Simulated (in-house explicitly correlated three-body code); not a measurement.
# Two electrons around a charge of +1.5 under Yukawa screening of 0.075 per bohr: exact states

System: two electrons around a charge of +1.5 under Yukawa screening of 0.075 per bohr. A variational three-body run gives its energies and expectation values.

Method: two electrons, non-relativistic, variational in exponentially correlated functions. Code: in-house explicitly correlated three-body code version 1.

## (1) Starting point

```
charge of the centre : +1.5
mass of the centre   : infinite
interactions         : Yukawa, exp(−0.075 r)/r, between all pairs
basis                : 260 functions exp(−a r1 − b r2 − g r12) a state, exponent ranges optimised
units                : hartree and bohr; relativity and QED are left out
```

## (2) The run

Settings:

```ini
Z = 1.5
screening = 0.075
interaction_strength = 1.0
functions = 260
states_tried = 13
```

Run with:

```sh
> python run_hyl.py task.json out
```

From the run's result record (rounded, not every field):

```text
status: converged
states [hartree, bohr]:
  - {"name": "1 1S", "E": -1.320640544943, "change": 2.6e-10, "T": 1.460055963, "inv_r": 1.114886698, "inv_r12": 0.5639635868, "r": 1.36078414, "r2": 2.62120025, "r12": 2.11721373, "r12_2": 5.58176284, "cos": -0.08238792, "p1p2": 0.094384843, "d1": 0.6798861, "d12": 0.028692}
  - {"name": "2 3S", "E": -1.040095257623, "change": 3.4e-11, "T": 1.1664391479, "inv_r": 0.7684016672, "inv_r12": 0.0986705961, "r": 4.39584821, "r2": 37.183498, "r12": 7.88598017, "r12_2": 74.5859211, "cos": -0.01357597, "p1p2": 0.0021977617, "d1": 0.5433, "d12": 0.0}
  - {"name": "2 1S", "E": -1.030876160565, "change": 6.7e-10, "T": 1.1538018217, "inv_r": 0.7524013218, "inv_r12": 0.07252598326, "r": 5.622516, "r2": 63.0648707, "r12": 10.3108771, "r12_2": 126.305892, "cos": -0.00913151, "p1p2": 0.0028366304, "d1": 0.5406346, "d12": 0.0010414}
  - {"name": "2 3P", "E": -1.022716472909, "change": 1.1e-08, "T": 1.1442864529, "inv_r": 0.7425673914, "inv_r12": 0.06069924831, "r": 6.36892351, "r2": 87.455898, "r12": 11.8008928, "r12_2": 175.104779, "cos": -0.01143863, "p1p2": -0.0059958925, "d1": 0.5338536, "d12": 0.0}
  - {"name": "2 1P", "E": -1.021783577683, "change": 3.1e-09, "T": 1.1421999905, "inv_r": 0.738677419, "inv_r12": 0.05204868864, "r": 6.88639213, "r2": 102.516671, "r12": 12.8235406, "r12_2": 205.162345, "cos": -0.005232011, "p1p2": 0.0035145217, "d1": 0.5352842, "d12": 2.5567e-05}
  - {"name": "3 3S", "E": -1.017251821381, "change": 8.5e-08, "T": 1.1266256798, "inv_r": 0.7178218272, "inv_r12": 0.009587980454, "r": 17.5550781, "r2": 713.244905, "r12": 34.1275029, "r12_2": 1426.5234, "cos": -0.00105191, "p1p2": 0.00016154019, "d1": 0.5358493, "d12": 0.0}
threshold [hartree]: -1.01658696418
transitions:
  - ["1 1S", "2 1P", 0.29885697, 0.3730019]
  - ["2 1S", "2 1P", 0.0090925829, 117.6405]
  - ["2 3S", "2 3P", 0.017378785, 70.08189]
  - ["3 3S", "2 3P", -0.0054646515, 72.77254]
polarisability [au]: {"1 1S": {"alpha": 6.941365, "c6": 15.601, "f_sum": 2.000052}}
```

«change» is the move of the energy from 170 to 260 functions; states that moved too far are left out. d1 and d12 are the expectation values of δ(r1) and δ(r12).

It took 27 s on 1 thread of AMD EPYC 9R45 (Zen 5), shared host.

## (3) Levels

Binding counts from the one-electron threshold at -1.016587 hartree:

```
state  binding (eV)  excitation (eV)    ⟨r⟩  ⟨r12⟩ (bohr)  ⟨cos θ12⟩
 1 ¹S       8.27372                0  1.361         2.117    -0.0824
 2 ³S      0.639693          7.63403  4.396         7.886    -0.0136
 2 ¹S      0.388829          7.88489  5.623         10.31    -0.0091
 2 ³P      0.166792          8.10693  6.369         11.80    -0.0114
 2 ¹P      0.141407          8.13231  6.886         12.82    -0.0052
 3 ³S     0.0180917          8.25563  17.56         34.13    -0.0011
```

## (4) Electric-dipole lines

Oscillator strengths from the S state (negative where P lies lower) and rates of the upper state's decay:

```csv
S,P,E(P) − E(S) (eV),f,rate (1/s)
1 ¹S,2 ¹P,8.1323,0.07432,7.109e+07
2 ¹S,2 ¹P,0.24742,0.7131,6.314e+05
2 ³S,2 ³P,0.47290,0.8120,2.626e+06
3 ³S,2 ³P,-0.14870,-0.2651,2.544e+05
```

## (5) Results

| quantity | value |
| --- | --- |
| ground-state energy | -1.32064054 hartree |
| binding of the second electron | 8.2737 eV |
| ⟨r12⟩, ⟨cos θ12⟩ | 2.117 bohr, -0.0824 |
| resonance line 1 ¹S–2 ¹P | 8.1323 eV, f = 0.0743 |
| polarisability of the ground state | 6.9414 bohr³ |

In words: The second electron is bound by 8.274 eV, and the mean cosine of -0.082 shows the electrons leaning only slightly to opposite sides. Exchange puts 2 ³S 0.251 eV under 2 ¹S.
